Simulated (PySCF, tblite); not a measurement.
# PhSiCl2(SeBu): geometry, infrared bands, NMR shifts and electronic excitations, part 3 of 3

tblite 0.8.0 and PySCF 2.14.0. Atoms count from 0.

### Step 7. Shielding tensors: mPW1PW91/pcSseg-1

What the job is given:

```
{"job": {"kind": "nmr", "xc": "mPW1PW91", "basis": "pcSseg-1", "pop": false}, "charge": 0, "multiplicity": 1}
C     -3.514054    -0.595196     1.420725
C     -3.054607     0.123238     0.163224
C     -1.732860    -0.409679    -0.367321
C     -1.201475     0.282379    -1.608663
Se    -0.966573     2.241335    -1.471669
Si     0.464277     2.242882     0.268273
Cl    -0.490971     2.021718     2.100295
Cl     1.312290     4.122951     0.273803
C      1.750281     0.904491     0.119996
C      2.051868     0.036737     1.178304
C      3.012912    -0.960627     1.022899
C      3.682926    -1.100870    -0.191250
C      3.392166    -0.242914    -1.252596
C      2.430539     0.752509    -1.099202
H     -4.474293    -0.198805     1.783080
H     -3.641773    -1.676227     1.248167
H     -2.777598    -0.471304     2.230712
H     -2.944697     1.200121     0.372718
H     -3.823708     0.044130    -0.625763
H     -1.835887    -1.482741    -0.612766
H     -0.972865    -0.365182     0.432000
H     -1.897175     0.181241    -2.456087
H     -0.232848    -0.136517    -1.915708
H      1.527457     0.142999     2.131171
H      3.239430    -1.631896     1.854662
H      4.434737    -1.884683    -0.313033
H      3.916593    -0.352200    -2.204897
H      2.199515     1.416687    -1.937768
```

Method: GIAO mPW1PW91/pcSseg-1 NMR shielding, non-relativistic, gas phase.

What it wrote:

```text
coarse grid: 112784 points
cycle   1  E = -4000.7960877264  dE =  8.026e-01  |g| = 8.395e-01  |ddm| = 5.230e+00
cycle   2  E = -4000.7727382138  dE =  2.335e-02  |g| = 7.406e-01  |ddm| = 1.372e+00
cycle   3  E = -4000.8802422794  dE = -1.075e-01  |g| = 1.828e-01  |ddm| = 9.527e-01
cycle   4  E = -4000.8880090097  dE = -7.767e-03  |g| = 7.780e-02  |ddm| = 3.068e-01
cycle   5  E = -4000.8895759045  dE = -1.567e-03  |g| = 2.059e-02  |ddm| = 1.015e-01
cycle   6  E = -4000.8896875045  dE = -1.116e-04  |g| = 5.016e-03  |ddm| = 2.588e-02
cycle   7  E = -4000.8896937849  dE = -6.280e-06  |g| = 1.699e-03  |ddm| = 6.371e-03
final grid: 235784 points
cycle   8  E = -4000.8896623615  dE =  5.933e-07  |g| = 2.415e-03  |ddm| = 5.792e-03
cycle   9  E = -4000.8896602081  dE =  2.153e-06  |g| = 3.707e-03  |ddm| = 5.675e-03
cycle  10  E = -4000.8896638633  dE = -3.655e-06  |g| = 3.789e-04  |ddm| = 3.569e-03
cycle  11  E = -4000.8896639035  dE = -4.025e-08  |g| = 5.289e-05  |ddm| = 4.607e-04
cycle  12  E = -4000.8896639042  dE = -6.467e-10  |g| = 1.581e-05  |ddm| = 7.880e-05
converged SCF energy = -4000.8896639042

GIAO shielding tensors (ppm)
atom      isotropic    diamagn.    paramagn.     s11        s22        s33       span
  0 C      168.048     244.997     -76.949    157.318    161.598    185.227     27.909
  1 C      160.691     248.523     -87.832    148.585    163.481    170.006     21.421
  2 C      148.966     252.759    -103.793    136.199    147.737    162.963     26.764
  3 C      148.796     250.647    -101.851    126.873    153.785    165.730     38.857
  4 Se    1815.293    3003.348   -1188.054   1514.950   1736.577   2194.353    679.403
  5 Si     300.389     876.772    -576.383    242.467    328.011    330.689     88.222
  6 Cl     822.743    1150.638    -327.895    689.284    832.645    946.301    257.017
  7 Cl     817.830    1145.932    -328.102    694.267    810.945    948.276    254.009
  8 C       46.338     264.328    -217.990    -42.179      5.677    175.517    217.696
  9 C       42.274     252.629    -210.356    -72.880     23.782    175.919    248.799
 10 C       49.475     253.554    -204.080    -61.843     35.475    174.793    236.636
 11 C       45.501     254.547    -209.047    -65.600     27.103    174.999    240.600
 12 C       49.413     253.540    -204.126    -62.710     36.054    174.897    237.607
 13 C       42.632     252.667    -210.035    -72.109     23.518    176.486    248.594
 14 H       30.132      25.888       4.245     25.460     26.793     38.144     12.684
 15 H       30.605      28.735       1.870     26.198     27.950     37.666     11.467
 16 H       30.403      30.686      -0.283     24.817     31.478     34.914     10.098
 17 H       29.132      32.404      -3.271     24.392     28.743     34.261      9.870
 18 H       30.528      30.438       0.090     24.649     29.964     36.970     12.321
 19 H       30.315      34.829      -4.514     25.253     28.996     36.696     11.443
 20 H       30.406      37.773      -7.367     25.139     30.642     35.438     10.299
 21 H       29.356      32.349      -2.992     22.999     26.993     38.076     15.077
 22 H       28.943      34.899      -5.956     23.529     28.411     34.889     11.360
 23 H       23.218      33.272     -10.054     18.136     20.791     30.726     12.590
 24 H       23.718      30.108      -6.390     19.915     24.030     27.210      7.295
 25 H       23.696      28.104      -4.409     20.190     24.788     26.108      5.918
 26 H       23.694      28.876      -5.181     19.871     23.980     27.233      7.362
 27 H       23.271      31.873      -8.603     19.033     20.282     30.497     11.464
```

Run time: 54 s. Hardware: 2 threads of AMD EPYC 9R45, shared host; peak memory 2.8 GiB.

In short: δ C9 141.1, C11 138.0, C8 137.2, C10 134.1, H23 8.07, H25 7.62 ppm (means over like atoms).

### Step 8. Comparing the runs: NMR shifts

Shifts (ppm) of some atoms, chosen among heavy atoms and hydrogens apart, means over like atoms, with basis size and wall time (the measured row can stand on another reference than the computed rows):

| run | C2 | C0 | H25 | H24 | Se4 | Si5 | Cl6 | functions | time |
| --- | --- | --- | --- | --- | --- | --- | --- | --- | --- |
| PBE0/pcSseg-1 | 34.7 | 15.4 | 7.64 | 7.63 | -55 | 50.2 | 123 | 353 | 73 s |
| mPW1PW91/pcSseg-1 | 34.6 | 15.5 | 7.62 | 7.61 | -56 | 50.4 | 119 | 353 | 54 s |
| measured | – | – | – | – | -9 | 8.1 | – | – | – |

Measured: solution; U. Herzog, Habilitationsschrift, TU Bergakademie Freiberg, 2002/2003.

### Step 9. Results

This closing draws on all 3 parts.

```
                                                                  quantity                                                   value
                                 strongest single infrared mode (GFN2-xTB)                                    484 cm⁻¹, 113 km/mol
                                              zero-point energy (GFN2-xTB)                                          133.9 kcal/mol
                                                               point group                                                      C1
                                      rotational constants (main isotopes)                                    0.42, 0.31, 0.27 GHz
   ¹³C shifts against TMS (PBE0/pcSseg-1, means over atoms taken as alike)  141.0, 138.0, 137.3, 134.1, 34.7, 34.7, 22.9, 15.4 ppm
    ¹H shifts against TMS (PBE0/pcSseg-1, means over atoms taken as alike)            8.09, 7.64, 7.63, 2.17, 1.49, 0.96, 0.94 ppm
                                 ⁷⁷Se shifts against Me2Se (PBE0/pcSseg-1)                                                 -55 ppm
                                   ²⁹Si shifts against TMS (PBE0/pcSseg-1)                                                50.2 ppm
  ³⁵Cl shifts against HCl (PBE0/pcSseg-1, means over atoms taken as alike)                                                 123 ppm
                                  measured, and computed on the same scale                      Si5 δ 8.1, 50.2; Se4 δ -9, -55 ppm
potential on the surface of density 0.002 e/bohr³, 1st and 99th percentile                                      -0.65 V and 1.06 V
                                      lowest singlet (CAM-B3LYP/def2-SVPD)                             4.92 eV (252 nm), f = 0.007
                                  brightest single state of those computed                            state 10, 6.79 eV, f = 0.577
                                                            lowest triplet                                                 3.98 eV
                           range of the shift of Cl6 (with its like atoms)                                          119 to 123 ppm
```

The optimisation took 66 steps and gained 0.034 eV; among the close pairs (by a distance rule), C1–C2 changed most, from 1.540 to 1.525 Å (GFN2-xTB). No mode is imaginary among the 78: a minimum at this level. The strongest single mode, at 484 cm⁻¹, moves mainly Si5. GFN2-xTB is a fitted tight-binding method: band positions and strengths are rough. Its intensities can rank the bands wrongly. The start of the PBE0/def2-SVP relaxation was shaken at random by about 0.01 Å, so part of the energy gained, and of the first lengths quoted, undoes that. The optimisation took 13 steps and gained 0.293 eV; among the close pairs (by a distance rule), C0–H15 changed most, from 1.047 to 1.102 Å (PBE0/def2-SVP). No frequency check was run at this level, so the end point may be a saddle. At PBE0/pcSseg-1: The widest tensor belongs to Se4: span 677 ppm, with a paramagnetic part of -1179 ppm. The one measured ²⁹Si shift is missed by +42.1 ppm (computed less measured, unscaled). The one measured ⁷⁷Se shift is missed by -46 ppm (computed less measured, unscaled). Vibration, temperature and solvent are missing from the calculation, and it holds one conformer, so part of the miss against the measured shifts is not the functional's. NICS(1)zz of -28 ppm above the planar ring from C8 marks a diatropic (aromatic) ring current. At PBE0/pcSseg-1, counted by nearest atom on the grid, the HOMO lies on Se4 74 %, the LUMO on C8, C11 about 18 % each; Si5 11 %. The lowest singlet, at 4.92 eV, is HOMO→LUMO 0.58, HOMO→LUMO+3 0.18 and is weak; of the 10 states computed, the strongest absorption comes from state 10 at 6.79 eV (the last computed, so partners may be missing). The lowest triplet lies 0.94 eV below the lowest singlet (triplets in Tamm-Dancoff, singlets in full TDDFT). Across the 2 runs the shift of Cl6 (with its like atoms) moves most, between 119 (mPW1PW91/pcSseg-1) and 123 ppm (PBE0/pcSseg-1). Most of that comes from the computed reference, not from the atom's own shielding. Spin-orbit coupling is left out, which matters for shieldings and couplings at and beside the heavy atoms. These values are for one conformer; the search (at its own cheap level) found 2 more, at 0.73, 1.22 kcal/mol, and measured spectra average over such forms.
